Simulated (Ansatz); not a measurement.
**RuO3S (RuSO₃): structure and electronic state**

What does RuO3S (RuSO₃) look like as a singlet, and where do its frontier electrons sit?

Computed with Ansatz 0.2.0, Gaussian basis. Level: RKS PBE0-D4/def2-TZVP.

Levels to be run: relaxation at B3LYP-D4/def2-SVP; a search for the lowest solution at PBE0-D4/def2-SVP; a single point at PBE0-D4/def2-TZVP.

1 further run of the same task is left out (set aside as unsound or not needed). Runs told in other sessions of the task aren't counted.

### 1 The starting structure

5 atoms, charge 0, spin multiplicity 1.

Atoms are counted from 1 here; the program's logs count them from 0.

Bond lengths: Ru1–O2 1.619 Å, Ru1–O3 1.619 Å, Ru1–O4 1.619 Å, Ru1–S5 2.093 Å. Angles: O2–Ru1–O3 113.2°, O2–Ru1–O4 113.2°, O2–Ru1–S5 105.4°, O3–Ru1–O4 113.2°, O3–Ru1–S5 105.4°, O4–Ru1–S5 105.4°.

Formally the metal is d0. Ru takes a core potential in the def2 sets. No spin-orbit coupling is included.

The start is a GFN2-xTB geometry.

### 2 Relaxation at B3LYP-D4/def2-SVP

in.yaml reads:

```yaml
crystal:
  periodic: [false, false, false]
  atoms:
    - {symbol: Ru, position_ang: [0.075740, 0.130380, 0.054300]}
    - {symbol: O, position_ang: [0.029490, 0.013890, 1.668270]}
    - {symbol: O, position_ang: [1.575260, 0.039910, -0.548840]}
    - {symbol: O, position_ang: [-0.767330, 1.387950, -0.518670]}
    - {symbol: S, position_ang: [-0.913150, -1.572120, -0.655060]}
basis:
  gaussian: {orbitals: def2-SVP}
hamiltonian: {xc: {name: B3LYP}, dispersion: d4}
scf: {omitted_lower_state_checks: [starts]}
output: {orbitals: {seedname: orbitals}}
relax: {f_tol: 0.02, max_steps: 100}
```

Run with:

```bash
$ ansatz run in.yaml --threads 4 --pin off --events-out ev --progress --plain --max-ram 3916MiB
```

Further steps of the session: Searching for the lowest solution, PBE0-D4/def2-SVP; Single point, PBE0-D4/def2-TZVP.

Q: Predict the results of all the runs planned. Wanted: point group; near neighbours of the metal; HOMO, LUMO at PBE0-D4/def2-TZVP; charge on the metal; dipole at B3LYP-D4/def2-SVP.

The runs gave:

```
                                         quantity                             value
                                      point group                               C3v
                     near neighbours of the metal  O 1.68, O 1.68, O 1.68, S 2.10 Å
                  HOMO, LUMO at PBE0-D4/def2-TZVP                   -8.88, -5.14 eV
charge on the metal (Mulliken, PBE0-D4/def2-TZVP)                           +1.54 e
                      dipole at B3LYP-D4/def2-SVP                            1.49 D
```

What this shows: The molecule keeps its bonding pattern by the stored test; the atoms moved 0.06 Å (rms). The metal has 4 near neighbours by the distance rule, from 1.68 to 2.10 Å. The Mulliken charge of the metal, +1.54 e, depends on the basis and isn't its oxidation state. No usable vibrations, so a minimum isn't proven. The HOMO lies nearest to S5 64 %; O4 20 % and the LUMO to Ru1 39 %; S5 21 %. Whether this spin is the lowest isn't tested here.
